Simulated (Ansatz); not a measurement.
In3Se:

```
In Se
1.0
     4.80376    0.00000    0.00000
     0.00000    4.80376    0.00000
     0.00000    0.00000    4.80376
In Se
3 1
Direct
  0.50000 0.50000 0.00000
  0.50000 0.00000 0.50000
  0.00000 0.50000 0.50000
  0.00000 0.00000 0.00000
```

The cell comes from a database or a generator and needn't be the stable form of this composition.

| Property | Result |
| --- | --- |
| Program | Ansatz 0.2.0 |
| Task | relaxation of cell and atoms |
| Functional | PBEsol |
| Potentials or basis | Ansatz PAW |
| Cutoff | 420 eV (not typed: the program's choice for these potentials) |
| k mesh | 6 × 6 × 6 |
| Occupations | fermi-dirac, width 0.05 eV |
| Spin | no spin polarisation |

At the start: volume 27.71 Å³/atom.

Question: Where does the relaxation end?

Answer: It ends after 5 steps and the volume is 25.48 Å³/atom (-8.1 %); space group Pm-3m (No. 221, to 0.05 Å).

Step by step:
| step | energy change (eV) | largest force (eV/Å) | volume (Å³) |
| --- | --- | --- | --- |
| 1 | 0.0000 | 0.0000 | 110.85 |
| 2 | -0.0906 | 0.0000 | 102.63 |
| 3 | -0.0914 | 0.0000 | 101.79 |
| 4 | -0.0914 | 0.0000 | 101.93 |
| 5 | -0.0897 | 0.0000 | 101.93 |

Final structure:
```yaml
crystal:
  lattice:
    - [4.67121, 0.00000, 0.00000]
    - [0.00000, 4.67121, 0.00000]
    - [0.00000, 0.00000, 4.67121]
  atoms:
    - { symbol: In, position: [0.50000, 0.50000, 0.00000] }
    - { symbol: In, position: [0.50000, 0.00000, 0.50000] }
    - { symbol: In, position: [0.00000, 0.50000, 0.50000] }
    - { symbol: Se, position: [0.00000, 0.00000, 0.00000] }
```

Caveat: the plane-wave basis is chosen anew once the cell has moved, so the energies of steps on either side of that aren't comparable; the PAW data sets come from PBE, with cores solved anew for the run's functional, which leaves a small shift of forces and pressure.
